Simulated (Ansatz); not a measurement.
# AgAu3 (Pm-3m) in Ansatz: equation of state

Aim: energy against volume of AgAu3 in PBEsol, for its equilibrium volume and stiffness.

Everything below comes from runs of Ansatz 0.2.0. Logs are shortened: lines on timing, memory, paths and dates and some standing lists are left out, and cuts for length are marked.

## Step 1: Starting point

It takes space group Pm-3m (No. 221, cubic). The conventional cell has a = 4.122 Å, b = 4.122 Å, c = 4.122 Å, α = 90.00°, β = 90.00°, γ = 90.00°. Au (site symmetry 4/mmm) is surrounded by 8 Au at 2.91 Å and 4 Ag at 2.91 Å. Around Ag (site symmetry m-3m) lie 12 Au at 2.91 Å.

The cell comes from a database or a generator and needn't be the stable form of this composition.

## Step 2: Equation of state, PBEsol

Potentials or basis: all-electron LAPW, scalar-relativistic.

This step only gathers the single runs of the series.

What came out:

```
Equilibrium volume                      : 16.85 Å³/atom
Bulk modulus                            : 159 GPa
Pressure derivative of the bulk modulus : 6.1
```

Energy against volume, from the lowest point:
```
volume (Å³/atom)  energy (meV/atom)
          16.454               4.83
          16.804               0.00
          17.154               2.58
          17.504              11.52
          17.854              25.91
          18.205              44.99
          18.555              68.11
```
